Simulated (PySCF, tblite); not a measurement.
# C4H10FNSi: geometry, infrared bands and NMR shifts

What infrared bands and NMR shifts should C4H10FNSi (`C=N[SiH2][C@@H](F)CC`) show?

The runs use tblite 0.8.0 and PySCF 2.14.0, with density-fitted response routines of our own; the level of theory stands in each step. All values are computed, except where a source is named. Atoms count from 0, in the outputs and in this text.

### 1 Starting geometry

17 atoms, charge 0, multiplicity 1; geometry from: force field or distance geometry start.

Bonds of the start (Å): C0–N1 1.30, N1–Si2 1.74, Si2–C3 1.83, C3–F4 1.40, C3–C5 1.49, C5–C6 1.51, C0–H7 1.08, C0–H8 1.08, Si2–H9 1.48, Si2–H10 1.47, C3–H11 1.10, C5–H12 1.11, C5–H13 1.13, C6–H14 1.09, C6–H15 1.11, C6–H16 1.13.

### 2 Relaxing the molecule with GFN2-xTB

The job: settings as JSON, then the geometry in Å.

```
{"job": {"kind": "relax", "xc": "GFN2-xTB", "basis": "xTB"}, "charge": 0, "multiplicity": 1}
C      2.731300     0.684400     1.025400
N      1.520800     0.688700     0.558900
Si     1.097600    -0.601400    -0.534700
C     -0.670900    -1.074600    -0.590400
F     -0.767000    -2.413900    -0.189400
C     -1.627000    -0.294000     0.248200
C     -1.696400     1.177100    -0.083200
H      3.474400    -0.051200     0.769000
H      3.003000     1.473200     1.710800
H      1.873700    -1.799600    -0.160300
H      1.532100    -0.223100    -1.887900
H     -1.017400    -1.051200    -1.638600
H     -2.650600    -0.690600     0.065900
H     -1.473700    -0.465300     1.350200
H     -0.719700     1.657100    -0.072600
H     -2.283200     1.342600    -1.004900
H     -2.334000     1.653700     0.722600
```

Run with:

```bash
$ OMP_NUM_THREADS=1 python probes_run.py task.json out
```

One launch serves the whole session: the jobs run in the order shown.

The program printed:

```text
step      E/eV     max force
  0    -626.03786    2.865
  1    -626.20939    3.004
  2    -626.28296    0.576
  3    -626.30844    0.449
  4    -626.35278    0.324
  5    -626.36430    0.296
  6    -626.37674    0.266
  7    -626.38456    0.242
  8    -626.39976    0.320
  9    -626.41364    0.282
 10    -626.42496    0.226
 11    -626.43158    0.171
 12    -626.43733    0.199
 13    -626.44538    0.231
 14    -626.45499    0.293
 15    -626.46404    0.272
 16    -626.47227    0.196
 17    -626.48056    0.227
 18    -626.48750    0.206
 19    -626.49289    0.190
 20    -626.49751    0.170
 21    -626.50187    0.179
 22    -626.50565    0.151
 23    -626.50845    0.125
 24    -626.51089    0.125
 25    -626.51388    0.173
 26    -626.51732    0.173
 27    -626.52032    0.165
 28    -626.52267    0.111
 29    -626.52502    0.125
 30    -626.52794    0.179
 31    -626.53147    0.196
 32    -626.53523    0.232
 33    -626.53892    0.177
 34    -626.54255    0.171
 35    -626.54628    0.172
 36    -626.54917    0.120
 37    -626.55148    0.101
 38    -626.55355    0.133
 39    -626.55607    0.164
 40    -626.55899    0.129
 41    -626.56189    0.118
 42    -626.56428    0.119
 43    -626.56626    0.130
 44    -626.56804    0.132
 45    -626.56988    0.101
 46    -626.57164    0.113
 47    -626.57335    0.101
 48    -626.57476    0.098
 49    -626.57602    0.103
 50    -626.57705    0.100
 51    -626.57812    0.090
 52    -626.57906    0.067
 53    -626.58001    0.072
 54    -626.58090    0.095
 55    -626.58188    0.095
 56    -626.58295    0.076
 57    -626.58401    0.077
 58    -626.58494    0.083
 59    -626.58588    0.092
 60    -626.58694    0.088
 61    -626.58821    0.123
 62    -626.58936    0.158
 63    -626.59043    0.095
 64    -626.59124    0.102
 65    -626.59230    0.076
 66    -626.59312    0.057
 67    -626.59381    0.062
 68    -626.59416    0.050
 69    -626.59441    0.064
 70    -626.59467    0.050
 71    -626.59506    0.062
 72    -626.59565    0.066
 73    -626.59639    0.063
 74    -626.59692    0.064
 75    -626.59723    0.051
 76    -626.59742    0.030
 77    -626.59761    0.033
 78    -626.59785    0.043
 79    -626.59812    0.055
 80    -626.59841    0.048
 81    -626.59870    0.041
 82    -626.59898    0.035
 83    -626.59926    0.040
 84    -626.59955    0.051
 85    -626.59989    0.042
 86    -626.60032    0.056
 87    -626.60084    0.055
 88    -626.60140    0.076
 89    -626.60196    0.095
 90    -626.60254    0.087
 91    -626.60311    0.111
 92    -626.60364    0.081
 93    -626.60426    0.068
 94    -626.60519    0.064
 95    -626.60576    0.069
 96    -626.60636    0.045
 97    -626.60681    0.039
 98    -626.60712    0.038
 99    -626.60739    0.044
100    -626.60771    0.051
101    -626.60809    0.045
102    -626.60863    0.106
103    -626.60937    0.099
104    -626.61016    0.096
105    -626.61077    0.056
106    -626.61136    0.053
107    -626.61203    0.047
108    -626.61263    0.048
109    -626.61309    0.097
110    -626.61338    0.050
111    -626.61365    0.031
112    -626.61380    0.041
113    -626.61399    0.031
114    -626.61421    0.026
115    -626.61432    0.021
116    -626.61446    0.024
117    -626.61470    0.038
118    -626.61502    0.047
119    -626.61542    0.045
120    -626.61581    0.041
121    -626.61618    0.041
122    -626.61657    0.054
123    -626.61701    0.072
124    -626.61750    0.076
125    -626.61801    0.051
126    -626.61843    0.049
127    -626.61875    0.045
128    -626.61903    0.052
129    -626.61931    0.041
130    -626.61955    0.030
131    -626.61974    0.033
132    -626.61990    0.034
133    -626.62004    0.025
134    -626.62018    0.024
135    -626.62029    0.023
136    -626.62040    0.024
137    -626.62052    0.020
138    -626.62064    0.017
139    -626.62073    0.017
140    -626.62078    0.016
141    -626.62082    0.015
142    -626.62086    0.012
143    -626.62088    0.010
144    -626.62089    0.011
145    -626.62090    0.010
```

Run time: 3.3 s. Hardware: 1 thread of Intel Xeon at 2.50GHz, shared host; peak memory 0.18 GiB.

The steps of the relaxation: (not every step is listed)

```
step  energy from step 0 (eV)  largest force (eV/Å)
   0                   0.0000                2.8654
   1                  -0.1715                3.0043
   2                  -0.2451                0.5758
   3                  -0.2706                0.4492
   4                  -0.3149                0.3239
   5                  -0.3264                0.2963
   6                  -0.3389                0.2660
   7                  -0.3467                0.2425
   8                  -0.3619                0.3204
  21                  -0.4640                0.1793
  34                  -0.5047                0.1707
  47                  -0.5355                0.1014
  60                  -0.5491                0.0882
  73                  -0.5585                0.0625
  86                  -0.5625                0.0558
  99                  -0.5695                0.0441
 112                  -0.5759                0.0414
 125                  -0.5802                0.0506
 138                  -0.5828                0.0172
 140                  -0.5829                0.0157
 141                  -0.5830                0.0150
 142                  -0.5830                0.0117
 143                  -0.5830                0.0105
 144                  -0.5830                0.0108
 145                  -0.5830                0.0095
```

Close pairs (by a distance rule), those that changed most:

```
  bond  before (Å)  after (Å)  change (Å)
Si2–C3       1.832      1.924      +0.092
 C0–N1       1.297      1.248      -0.049
C6–H16       1.133      1.087      -0.045
C5–H13       1.126      1.092      -0.034
 C3–C5       1.492      1.521      +0.029
N1–Si2       1.743      1.718      -0.026
C5–H12       1.113      1.094      -0.019
C6–H15       1.105      1.088      -0.017
```

The final coordinates are the input of the step that follows.

### 3 Harmonic vibrations with GFN2-xTB

The job: settings as JSON, then the geometry in Å.

```
{"job": {"kind": "ir", "xc": "GFN2-xTB", "basis": "xTB"}, "charge": 0, "multiplicity": 1}
C      2.514470     0.375934     1.338972
N      1.649845     0.450755     0.442357
Si     1.156297    -0.523034    -0.883883
C     -0.621351    -1.088800    -0.413046
F     -0.503711    -2.282750     0.302560
C     -1.440587    -0.113781     0.419326
C     -1.734480     1.166016    -0.347655
H      3.242741    -0.432490     1.440670
H      2.571833     1.163625     2.087319
H      1.901864    -1.740580    -1.214915
H      1.124202     0.426154    -1.994104
H     -1.178526    -1.362843    -1.316967
H     -2.376938    -0.600080     0.709115
H     -0.888145     0.119417     1.331631
H     -0.809494     1.690783    -0.572046
H     -2.244031     0.943126    -1.283080
H     -2.370989     1.820580     0.242758
```

The program printed:

```text
mode    cm-1     km/mol
  1      38.7      2.01
  2      75.2      3.21
  3      95.6      1.34
  4     161.3     10.67
  5     198.9      1.30
  6     225.1      2.48
  7     249.3      5.07
  8     282.9     12.31
  9     361.6      3.91
 10     436.4      3.85
 11     475.1     17.83
 12     535.2    121.12
 13     582.7      8.73
 14     629.4     32.32
 15     718.6    168.83
 16     773.7    157.02
 17     796.5    213.66
 18     840.7      4.05
 19     947.3      9.51
 20     995.8     49.97
 21    1000.3     10.50
 22    1049.8     11.56
 23    1104.5      0.92
 24    1140.7      6.81
 25    1141.4      9.54
 26    1224.2      4.23
 27    1275.8     22.17
 28    1292.9      3.27
 29    1341.9      3.12
 30    1411.3      3.83
 31    1450.0      0.41
 32    1492.7      0.23
 33    1498.7      3.20
 34    1499.4      3.79
 35    1764.8     99.28
 36    2239.6    367.96
 37    2286.6    221.39
 38    2889.1     80.07
 39    2904.7     57.98
 40    2955.0     44.24
 41    2968.5     42.88
 42    2988.4     21.30
 43    3028.2     47.55
 44    3040.0     38.32
 45    3045.0     26.18
```

Run time: 1.8 s. Hardware: 1 thread of Intel Xeon at 2.50GHz, shared host; peak memory 0.18 GiB.

The strongest bands and the atoms that carry them (share of the mass-weighted mode):

```
cm⁻¹  km/mol                                 atoms
 535   121.1  H10 31 %, Si2 22 %, H9 18 %, F4 11 %
 719   168.8            H10 38 %, H9 30 %, N1 13 %
 774   157.0           H9 40 %, H10 37 %, Si2 11 %
 796   213.7           Si2 37 %, N1 17 %, H10 16 %
1765    99.3                      N1 50 %, C0 48 %
2240   368.0                               H9 93 %
2287   221.4                              H10 94 %
2889    80.1                               H7 91 %
```

### 4 Shielding tensors: PBE0/pcSseg-1

Settings changed since step 3:

```diff
@@ -1,2 +1,2 @@
-{"job": {"kind": "ir", "xc": "GFN2-xTB", "basis": "xTB"}, "charge": 0, "multiplicity": 1}
+{"job": {"kind": "nmr", "xc": "PBE0", "basis": "pcSseg-1"}, "charge": 0, "multiplicity": 1}
 C      2.514470     0.375934     1.338972
```

Method: GIAO PBE0/pcSseg-1 NMR shielding, non-relativistic, gas phase.

The program printed:

```text
coarse grid: 14320 points
cycle   1  E = -601.8681837196  dE =  5.862e-01  |g| = 5.982e-01  |ddm| = 3.534e+00
cycle   2  E = -601.7814945134  dE =  8.669e-02  |g| = 9.060e-01  |ddm| = 1.204e+00
cycle   3  E = -601.9380150012  dE = -1.565e-01  |g| = 1.252e-01  |ddm| = 7.880e-01
cycle   4  E = -601.9410180700  dE = -3.003e-03  |g| = 4.998e-02  |ddm| = 1.154e-01
cycle   5  E = -601.9415003603  dE = -4.823e-04  |g| = 1.269e-02  |ddm| = 3.887e-02
cycle   6  E = -601.9415285727  dE = -2.821e-05  |g| = 3.776e-03  |ddm| = 1.148e-02
cycle   7  E = -601.9415316193  dE = -3.047e-06  |g| = 3.853e-04  |ddm| = 3.154e-03
final grid: 133080 points
cycle   8  E = -601.9887161687  dE = -4.691e-05  |g| = 9.023e-03  |ddm| = 3.113e-02
cycle   9  E = -601.9887040970  dE =  1.207e-05  |g| = 1.193e-02  |ddm| = 1.666e-02
cycle  10  E = -601.9887350604  dE = -3.096e-05  |g| = 1.723e-03  |ddm| = 9.754e-03
cycle  11  E = -601.9887356100  dE = -5.496e-07  |g| = 4.526e-04  |ddm| = 1.405e-03
cycle  12  E = -601.9887356500  dE = -3.994e-08  |g| = 1.715e-04  |ddm| = 4.114e-04
cycle  13  E = -601.9887356551  dE = -5.091e-09  |g| = 4.063e-05  |ddm| = 1.450e-04
cycle  14  E = -601.9887356554  dE = -3.201e-10  |g| = 6.157e-06  |ddm| = 4.151e-05
converged SCF energy = -601.9887356554

GIAO shielding tensors (ppm)
atom      isotropic    diamagn.    paramagn.     s11        s22        s33       span
  0 C       11.506     250.596    -239.090    -83.403     -9.455    127.376    210.779
  1 N     -146.090     331.768    -477.858   -563.336   -174.504    299.570    862.906
  2 Si     388.984     881.171    -492.186    350.398    386.783    429.772     79.374
  3 C       92.205     248.949    -156.744     50.239     72.174    154.201    103.962
  4 F      411.787     474.837     -63.050    363.424    401.800    470.137    106.713
  5 C      156.990     247.822     -90.832    138.626    161.522    170.820     32.194
  6 C      176.020     249.266     -73.245    170.174    171.267    186.621     16.447
  7 H       22.863      28.178      -5.315     20.750     22.076     25.764      5.014
  8 H       22.889      29.185      -6.296     21.623     22.299     24.745      3.121
  9 H       26.643      29.362      -2.720     23.625     24.752     31.550      7.925
 10 H       26.352      29.897      -3.544     23.630     25.291     30.137      6.508
 11 H       26.926      31.190      -4.265     23.868     27.236     29.673      5.805
 12 H       29.669      30.321      -0.653     25.232     28.496     35.277     10.045
 13 H       29.721      32.710      -2.989     26.506     28.490     34.167      7.660
 14 H       30.363      31.554      -1.192     25.757     29.800     35.532      9.775
 15 H       30.992      30.228       0.764     26.889     28.985     37.101     10.212
 16 H       30.510      28.980       1.530     26.138     27.476     37.916     11.778
```

It took 72 s on 1 thread of Intel Xeon at 2.50GHz, shared host; peak memory 0.77 GiB.

Shifts follow as δ = σ(reference) − σ, with reference shieldings (ppm) from runs at the same level and on the same kind of geometry: 1H TMS 31.72, 13C TMS 186.9, 29Si TMS 349.2, 19F CFCl3 170.9, 15N NH3 267.7. The references are single molecules in the gas phase, so shifts against H2O, NH3, PH3, H3PO4 or CFCl3 are not on the usual liquid scales and can be off by tens of ppm. Atoms listed in one row are averaged.

```
        atoms                               environment  σ (ppm)  δ (ppm)  δ scaled to CDCl3
           C0                                C=N carbon     11.5    175.4              169.3
           C3                 sp3 CH bonded to F and Si     92.2     94.7               90.5
           C5                                   sp3 CH2    157.0     29.9               27.3
           C6                             methyl carbon    176.0     10.9                8.7
           H7                  hydrogen on a C=N carbon    22.86     8.85               8.45
           H8                  hydrogen on a C=N carbon    22.89     8.83               8.43
          H10      hydrogen on a silicon bonded to C, N    26.35     5.36                  –
           H9      hydrogen on a silicon bonded to C, N    26.64     5.07                  –
          H11  hydrogen on an sp3 CH bonded to F and Si    26.93     4.79               4.62
          H12                    hydrogen on an sp3 CH2    29.67     2.05               2.04
          H13                    hydrogen on an sp3 CH2    29.72     2.00               1.99
H14, H15, H16               hydrogen on a methyl carbon    30.62     1.10               1.14
           N1                            imine nitrogen   -146.1    413.8                  –
          Si2               silicon bonded to C, N, 2 H    389.0    -39.8                  –
           F4                 fluorine on an sp3 carbon    411.8   -240.8                  –
```

The scaled column applies a straight-line fit of computed shieldings to shifts measured in CDCl3, and one for carbons that bear F (root-mean-square error 0.16 ppm for H, 1.9 ppm for C).

The run also stored atomic charges by several schemes (e):

```
atoms  Mulliken    IAO  Hirshfeld  ESP fit
   C0      0.07  -0.07       0.04     0.19
   N1     -0.57  -0.52      -0.22    -0.47
  Si2      0.73   0.86       0.36     0.58
   C3     -0.08  -0.08      -0.02     0.07
   F4     -0.35  -0.34      -0.13    -0.27
   C5     -0.25  -0.26      -0.08     0.00
   C6     -0.31  -0.42      -0.12    -0.34
```

Mayer bond orders: C0–N1 1.95, N1–Si2 0.96, Si2–C3 0.85, C3–F4 0.82, C3–C5 1.03, C5–C6 1.04.

### 5 Summary of results

```
                                                              quantity                                               value
                             strongest single infrared mode (GFN2-xTB)                               2240 cm⁻¹, 368 km/mol
                                          zero-point energy (GFN2-xTB)                                       82.1 kcal/mol
                                13C shifts against TMS (PBE0/pcSseg-1)                         175.4, 94.7, 29.9, 10.9 ppm
1H shifts against TMS (PBE0/pcSseg-1, means over atoms taken as alike)  8.85, 8.83, 5.36, 5.07, 4.79, 2.05, 2.00, 1.10 ppm
                                15N shifts against NH3 (PBE0/pcSseg-1)                                           413.8 ppm
                               29Si shifts against TMS (PBE0/pcSseg-1)                                           -39.8 ppm
                              19F shifts against CFCl3 (PBE0/pcSseg-1)                                          -240.8 ppm
```

The optimisation took 145 steps and gained 0.583 eV; among the close pairs (by a distance rule), Si2–C3 changed most, from 1.832 to 1.924 Å. All 45 modes are real, so the xTB geometry is a minimum. The strongest single mode, at 2240 cm⁻¹, moves mainly H9. Unscaled tight-binding wavenumbers are off by several per cent, some by more. Its intensities can rank the bands wrongly. At PBE0/pcSseg-1: Shielding is most anisotropic at N1 (span 863 ppm, paramagnetic term -478 ppm).
